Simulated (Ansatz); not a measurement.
# Ti3Ni: single point with PBEsol

Ti3Ni:

```xyz
4
Lattice="3.9352 0.0000 0.0000 0.0000 3.9352 0.0000 0.0000 0.0000 3.9352" Properties=species:S:1:pos:R:3 pbc="T T T"
Ni   -0.0141   -0.0297   -0.0035
Ti    1.9593    1.9688   -0.0027
Ti    1.9368   -0.0558    1.9921
Ti    0.0155    2.0284    1.9996
```

The cell comes from a database or a generator and needn't be the stable form of this composition.

The cell isn't the ideal one: atoms moved at random, drawn with an rms of 0.05 Å.

* Program: Ansatz 0.2.0
* Task: single point
* Functional: PBEsol
* Potentials or basis: all-electron LAPW, scalar-relativistic
* Cutoff: 258 eV (chosen from the basis error)
* Basis error allowed: 0.001 eV/atom
* k mesh: 7 × 7 × 7
* Occupations: fermi-dirac, width 0.05 eV
* Spin: collinear spin, ferromagnetic start
* Starting moments: [1.0, 1.0, 1.0, 1.0] μB

```
Pressure               : -4.7 GPa
Largest force          : 0.805 eV/Å
Band gap on the k mesh : none (metal or under the smearing width)
Net moment             : 0.00 μB per cell
Absolute moment        : 0.00 μB per cell
```

Forces in eV/Å, atoms in the order of the input:
```
Ni   0.006  0.115  0.070
Ti   0.142 -0.401  0.271
Ti   0.171  0.770 -0.164
Ti  -0.320 -0.484 -0.177
```

Stress tensor (GPa, compression positive):
```
-4.58 -0.04 -0.03
-0.04 -4.76  0.04
-0.03  0.04 -4.78
```

Levels at points of the mesh, in eV from the Fermi level:
Spin up:
| k point | band 24 | band 25 | band 26 | band 27 | band 28 | band 29 | band 30 | band 31 |
| --- | --- | --- | --- | --- | --- | --- | --- | --- |
| (0.00, 0.00, 0.00) | -0.35 | -0.34 | -0.33 | 0.39 | 0.40 | 2.54 | 2.57 | 2.59 |
Spin down:
```tsv
k point	band 23	band 24	band 25	band 26	band 27	band 28	band 29	band 30	band 31	band 32
(0.00, 0.00, 0.00)	-2.58	-0.35	-0.34	-0.33	0.39	0.40	2.54	2.57	2.59	2.79
```

Wall time 2.3 min on 4 threads of Arm Neoverse V2, with other jobs on the host, peak memory 1.4 GiB.

Caveat: the starting moments weren't kept.
